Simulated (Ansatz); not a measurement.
# CH₂ClI: a ladder of functionals and wavefunction methods

One table from this session's results is given with a row withheld; the runs are named, their logs left out.

Method: functionals in def2-TZVPP, the program's frozen cores in correlated methods; program: Ansatz 0.2.0, Gaussian basis.

The runs, in order: LDA (SPW92), PBE-D4, revPBE-D4, BLYP-D4, r2SCAN-D4, B97M-V, PBE0-D4, B3LYP-D4, r2SCANh-D4, r2SCAN0-D4, HSE06-D4, BHLYP-D4, CAM-B3LYP-D4, LC-ωPBE, ωB97X-V, ωB97M-V, B2PLYP, PBE-QIDH; CCSD(T)/def2-SVP; CCSD(T)/def2-TZVPP; MP2/def2-QZVPP; extrapolation to the limit; RPA on PBE.

## The relaxed structure

All runs share one geometry, relaxed beforehand with PBE0-D4 in a triple-zeta def2 set. I takes the def2 core potential; no spin-orbit term is included.

SMILES `ClCI`, 5 atoms, charge 0, spin multiplicity 1.

Atoms are counted from 1 here; the program's logs count them from 0.

Bond lengths: Cl1–C2 1.754 Å, C2–I3 2.135 Å, C2–H4 1.085 Å, C2–H5 1.085 Å. Angles: Cl1–C2–I3 113.9°, Cl1–C2–H4 109.1°, Cl1–C2–H5 109.1°, I3–C2–H4 106.6°, I3–C2–H5 106.6°, H4–C2–H5 111.7°.

Set-up of the first run:

File in.yaml:

```yaml
crystal:
  periodic: [false, false, false]
  atoms:
    - {symbol: Cl, position_ang: [-1.472334, 0.178774, 0.859606]}
    - {symbol: C, position_ang: [-0.050870, 0.087521, -0.163541]}
    - {symbol: I, position_ang: [1.563925, -1.014617, 0.694941]}
    - {symbol: H, position_ang: [0.320779, 1.090432, -0.344081]}
    - {symbol: H, position_ang: [-0.311601, -0.415809, -1.088325]}
basis:
  gaussian: {orbitals: def2-TZVPP}
hamiltonian: {xc: lda}
output: {orbitals: {seedname: orbitals}}
```

The run is started by

```sh
> ansatz run in.yaml --threads 4 --pin off --events-out ev --progress --plain --max-ram 10444MiB
```

Steps of the session up to this table: LDA; PBE-D4 (GGA); revPBE-D4 (GGA); BLYP-D4 (GGA); r2SCAN-D4 (meta-GGA); B97M-V (meta-GGA); PBE0-D4 (hybrid); B3LYP-D4 (hybrid); r2SCANh-D4 (hybrid); r2SCAN0-D4 (hybrid); HSE06-D4 (hybrid); BHLYP-D4 (hybrid); CAM-B3LYP-D4 (range-separated); LC-ωPBE (range-separated); ωB97X-V (range-separated); ωB97M-V (range-separated); B2PLYP (double hybrid); PBE-QIDH (double hybrid).

One table of the session follows, with a row left open; its other results are not shown here.

It belongs to the step «Orbital energies across the functionals». 

| functional | HOMO (eV) | gap (eV) |
| --- | --- | --- |
| LDA (SPW92) | -6.61 | 4.12 |
| PBE-D4 | -6.46 | 4.16 |
| revPBE-D4 | -6.41 | 4.19 |
| BLYP-D4 | -6.29 | 4.09 |
| r2SCAN-D4 | -6.75 | 4.61 |
| B97M-V | -6.77 | 4.69 |
| PBE0-D4 | -7.64 | 6.24 |
| B3LYP-D4 | -7.39 | 5.75 |
| r2SCANh-D4 | -7.18 | 5.38 |
| r2SCAN0-D4 | -7.83 | 6.52 |
| HSE06-D4 | -7.24 | 5.47 |
| BHLYP-D4 | -8.64 | 8.20 |
| CAM-B3LYP-D4 | -8.93 | 8.60 |
| LC-ωPBE | -10.30 | 11.17 |
| ωB97X-V | -9.95 | 10.68 |
| ωB97M-V | ? | ? |

Q: Estimate the row for ωB97M-V from the others.

**Answer.** HOMO (eV): -9.82; gap (eV): 10.41. In the column «HOMO (eV)» it lies between ωB97X-V (-9.95) and CAM-B3LYP-D4 (-8.93).
